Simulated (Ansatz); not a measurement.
# CdH2O2: the cost of one run

Method: DFT LDA, scalar-relativistic, plane waves, PAW, in Ansatz 0.2.0.

### 1 The starting structure

Symmetry: P-3m1, No. 164, trigonal system. The conventional cell has a = 3.516 Å, b = 3.516 Å, c = 4.643 Å, α = 90.00°, β = 90.00°, γ = 120.00°. Around Cd (site symmetry -3m) lie 6 O at 2.32 Å. Around H (site symmetry 3m) lie 1 O at 0.97 Å. O (site symmetry 3m) has 1 H at 0.97 Å as nearest neighbours.

Coordinates:

```cif
data_structure
_symmetry_space_group_name_H-M 'P-3m1'
_symmetry_Int_Tables_number 164
_cell_length_a 3.5155
_cell_length_b 3.5155
_cell_length_c 4.6430
_cell_angle_alpha 90.000
_cell_angle_beta 90.000
_cell_angle_gamma 120.000
_cell_volume 49.69
loop_
_atom_site_label
_atom_site_type_symbol
_atom_site_symmetry_multiplicity
_atom_site_Wyckoff_symbol
_atom_site_fract_x
_atom_site_fract_y
_atom_site_fract_z
_atom_site_occupancy
Cd1 Cd 1 a 0.00000 0.00000 0.00000 1
H1 H 2 d 0.66667 0.33333 0.55096 1
O1 O 2 d 0.66667 0.33333 0.75937 1
```

Source of the structure: the Materials Project (structure only).

### 2 Quick check of gap, pressure and forces

Contents of input.yaml:

```yaml
crystal:
  lattice:
    - [3.5155259648, 0.0, 0.0]
    - [-1.7577629824, 3.0445347931, 0.0]
    - [0.0, 0.0, 4.64297929]
  atoms:
    - { symbol: Cd, position: [0.0, 0.0, 0.0] }
    - { symbol: H, position: [0.66666667, 0.33333333, 0.55096072] }
    - { symbol: H, position: [0.33333333, 0.66666667, 0.44903928] }
    - { symbol: O, position: [0.66666667, 0.33333333, 0.759372] }
    - { symbol: O, position: [0.33333333, 0.66666667, 0.240628] }
basis:
  ecutwfc: 420
kpoints:
  mp_grid: { grid: [6, 6, 4] }
hamiltonian:
  xc: lda
scf:
  occupations: { method: gaussian, width: 0.1 }
output:
  forces: true
  stress: true
  eigenvalues: true
```

Q: Estimate wall time and peak memory on 1 thread of an Arm CPU, shared host.

About 1.8 s, with a peak of 0.29 GiB.
